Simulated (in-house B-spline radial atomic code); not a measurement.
# Er⁵⁺: density, ELF and screening along the radius

Aim: the shell structure of Er⁵⁺ in the radial density, the electron localisation function and the screened nuclear charge, under several settings.

Method: several methods, spin-polarised, as named in each step; spherical all-electron atom at the radial basis limit. Code: in-house B-spline radial atomic code version 1.

**1. The system**

- element: erbium (Z = 68)
- charge: +5
- electrons: 63
- configuration: [Kr] 4d10 4f10 5s2 5p5
- nucleus: point (non-relativistic runs) or finite (X2C runs)

The outer shells:

[Kr] 4d10 4f10 5s2 5p5
```
[Kr] core
4d [↑↓][↑↓][↑↓][↑↓][↑↓]
4f [↑↓][↑↓][↑↓][↑ ][↑ ][↑ ][↑ ]
5s [↑↓]
5p [↑↓][↑↓][↑ ]
```

Where spins are not typed, each open shell is filled with up spins first.

**2. LDA (VWN5), non-rel.**

Settings, as recorded:

```ini
Z = 68
electrons = 63.0
configuration = [Kr] 4d10 4f10 5s2 5p5
hamiltonian = nr
method = lda,vwn
spin_polarised = True
```

Launch:

```console
> python run_scf.py task.json out
```

task.json lists these runs, among others, and the program works through them in turn.

**3. PBE, non-rel.**

The settings differ from step 2 so:

```diff
@@ -4,3 +4,3 @@
 hamiltonian = nr
-method = lda,vwn
+method = pbe,pbe
 spin_polarised = True
```

**4. Hartree-Fock, non-rel.**

The settings differ from step 3 so:

```diff
@@ -4,3 +4,3 @@
 hamiltonian = nr
-method = pbe,pbe
+method = hf
 spin_polarised = True
```

**5. SCAN, non-rel.**

The settings differ from step 4 so:

```diff
@@ -4,3 +4,3 @@
 hamiltonian = nr
-method = hf
+method = scan,scan
 spin_polarised = True
```

**6. OLYP, non-rel.**

The settings differ from step 5 so:

```diff
@@ -4,3 +4,3 @@
 hamiltonian = nr
-method = scan,scan
+method = optx,lyp
 spin_polarised = True
```

Q: How large is the system in each run, where do the shell borders lie, and what is the highest level?

**Answer**, as computed:

| run | total energy (hartree) | highest level (eV) | radius holding 50 / 90 / 99 % (bohr) | radius at n = 0.001 (bohr) | ELF minima on the full grid (bohr) |
| --- | --- | --- | --- | --- | --- |
| LDA (VWN5), non-rel. | -12488.3776 | -77.136 | 0.380 / 1.12 / 2.01 | 2.90 | 0.034, 0.12, 0.33, 0.93 |
| PBE, non-rel. | -12495.4422 | -76.651 | 0.381 / 1.12 / 2.01 | 2.90 | 0.034, 0.12, 0.33, 0.93 |
| Hartree-Fock, non-rel. | -12492.2871 | -89.522 | 0.381 / 1.12 / 2.02 | 2.91 | 0.034, 0.12, 0.34, 0.94 |
| SCAN, non-rel. | -12496.5156 | -76.010 | 0.381 / 1.12 / 2.00 | 2.89 | 0.034, 0.12, 0.33, 0.93 |
| OLYP, non-rel. | -12500.3869 | -77.175 | 0.380 / 1.12 / 2.00 | 2.91 | 0.034, 0.12, 0.33, 0.93 |

**Reading.** In the first run ELF has 4 minima on the grid, which mark the borders between shells. On the record's full grid the screened charge (r times the electrostatic potential) falls from 67.9 near the nucleus to 5.00 at 4.9 bohr; far out it tends to the net charge, 5. The grid is coarse (about 23 % a step), so the places of minima are rough.

Members of this set that are not shown: 3 used exact exchange with fractional occupations of an open shell, which is unsound here.
